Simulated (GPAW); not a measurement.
NiMoIrPdW:

```
Ni Mo Pd Ir W
1.0
     2.76078    0.00000    0.00000
    -1.38039    2.39090    0.00000
     0.00000    0.00000   11.34051
Ni Mo Pd Ir W
1 1 1 1 1
Direct
  0.00000 0.00000 0.70917
  0.66667 0.33333 0.29425
  0.66667 0.33333 0.89901
  0.00000 0.00000 0.10604
  0.66667 0.33333 0.52921
```

The cell was built by a generator and needn't be a form met in nature.

Base run:

* Program: GPAW 26.7.0
* Functional: revPBE
* Potentials or basis: the program's PAW data sets (release 1.2.1) made for this functional
* Cutoff: 600 eV
* Basis: pw
* k mesh: 8 × 8 × 2
* Occupations: fermi-dirac, width 0.05 eV
* Spin: collinear spin, ferromagnetic start
* Starting moments: [1.0, 1.0, 0.0, 0.6, 0.0] μB

Its results: pressure 3.0 GPa; net moment 0.00 μB per cell; largest force 0.315 eV/Å.

Q: After a change of settings the same cell gave: pressure 4.2 GPa; net moment 0.00 μB per cell; largest force 0.327 eV/Å. Which change was it?
A. functional from revPBE to RPBE
B. functional from revPBE to PBEsol; potentials or basis from the program's PAW data sets (release 1.2.1) made for this functional to PAW data sets generated in the run's folder for this functional
C. functional from revPBE to BLYP; potentials or basis from the program's PAW data sets (release 1.2.1) made for this functional to PAW data sets generated in the run's folder for this functional
D. functional from revPBE to PBE; potentials or basis from the program's PAW data sets (release 1.2.1) made for this functional to GPAW PAW data sets (gpaw-data 1.2.1)

A: A.

Caveats: the stock nickel data set gives pressures a few GPa off other programs.
